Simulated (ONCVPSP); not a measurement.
# An ONCV potential for Si, from input to tests

Aim: build the potential from the settings below, then test how well it stands in for the atom: other configurations, scattering, ghost states and the plane-wave cutoff that it needs.

Method: ONCVPSP 4.0.1.1 (patched build), LDA (Perdew-Wang 92), scalar-relativistic.

### 1 The design

The settings as typed:

| Property | Result |
| --- | --- |
| element | silicon (Si, Z = 14) |
| type | optimised norm-conserving Vanderbilt (ONCV) |
| frozen core | [Ne] |
| valence charge | 4 |
| reference configuration | 3s2 (charge +2) |
| partial waves | 3s: rc 1.85 bohr, ncon 4, nbas 7, qcut 3.1 1/bohr, 3 projectors, debl 1.1 Ha; p scattering state at 0.36 Ha: rc 1.40 bohr, ncon 4, nbas 8, qcut 5.9 1/bohr, 2 projectors, debl 0.4 Ha; d scattering state at 0.08 Ha: rc 1.70 bohr, ncon 4, nbas 8, qcut 5.1 1/bohr, 1 projector |
| local potential | polynomial inside 0.90 bohr (lpopt 5, dvloc0 0 Ha) |
| core correction | Teter function, fcfact 5, rcfact 1.45 |

An earlier all-electron run gives the scale for the radii.

All-electron outer shells of the reference configuration (LDA (PZ), scalar-relativistic, ld1.x):

| shell | level (eV) | outermost node (bohr) | outermost maximum (bohr) |
| --- | --- | --- | --- |
| 2p | -116.98 | – | 0.39 |
| 3s | -28.66 | 0.72 | 1.69 |
| 3p | -20.66 | 0.71 | 1.89 |

### 2 Generation

Si.dat

```
# ATOM AND REFERENCE CONFIGURATION
# atsym  z   nc   nv     iexc    psfile
  Si 14.00    3    1  -001012      upf
#
#   n    l    f
    1    0    2.00
    2    0    2.00
    2    1    6.00
    3    0    2.00
#
# PSEUDOPOTENTIAL AND OPTIMIZATION
# lmax
    2
#
#   l,   rc,      ep,       ncon, nbas, qcut
    0    1.85    0.00    4    7    3.10
    1    1.40    0.36    4    8    5.90
    2    1.70    0.08    4    8    5.10
#
# LOCAL POTENTIAL
# lloc, lpopt,  rc(5),   dvloc0
    4    5    0.90    0.00
#
# VANDERBILT-KLEINMAN-BYLANDER PROJECTORs
# l, nproj, debl
    0    3    1.10
    1    2    0.40
    2    1    0.40
#
# MODEL CORE CHARGE
# icmod, fcfact, rcfact
    3    5.00    1.45
#
# LOG DERIVATIVE ANALYSIS
# epsh1, epsh2, depsh
   -3.00    5.00    0.02
#
# OUTPUT GRID
# rlmax, drl
    6.00    0.01
#
# TEST CONFIGURATIONS
# ncnf
    4
# nvcnf
#   n    l    f
    2
    3    0    2.00
    3    1    2.00
#
    2
    3    0    2.00
    3    1    1.00
#
    1
    3    0    1.00
#
    2
    3    0    2.00
    3    1    1.50
#
```

Command:

```sh
$ oncvpsp.x < Si.dat > Si.out
```

Q: Predict the outcome of this session. Wanted: cutoffs for 1 and 0.1 mHa per electron, occupied waves; bound ghosts; GHOST(+) flags; largest test error; largest phase difference near zero energy, channels read; rms error of d²Exc/dn², without and with the model core; projector energies reset by the program.

**Answer**, as computed:

| quantity | value |
| --- | --- |
| cutoffs for 1 and 0.1 mHa per electron, occupied waves | 26 Ha and 34 Ha |
| bound ghosts | d at -9.66 eV |
| GHOST(+) flags | s at 98 eV, s at 1108 eV, p at 656 eV, p at 1485 eV and 1 more (2 near or above the test basis's cutoff) |
| largest test error (AE − PS) | -34 meV, for 3s1 |
| largest phase difference near zero energy, channels read | 0.002 rad |
| rms error of d²Exc/dn², without and with the model core | 10.41 and 1.92 mHa |
| projector energies reset by the program | p: 0.050, 0.450 Ha; d: 0.050 Ha |

**Reading.** It has a bound ghost (d), a state that the atom doesn't have, and that rules the file out. By total energies transferability is fair: the largest error is 34 meV on 34.1 eV, for 3s1. It counts as of middling hardness, with 26 Ha needed at the looser tolerance. Near zero energy the phases of the channels with partial waves agree within 0.002 rad. The pseudo curves have a pole with no partner nearby in the atom's: d at -0.35 Ha. The program also flags highly localised states, GHOST(+) (s, p). These are tests on the free atom; a crystal test is still owed.
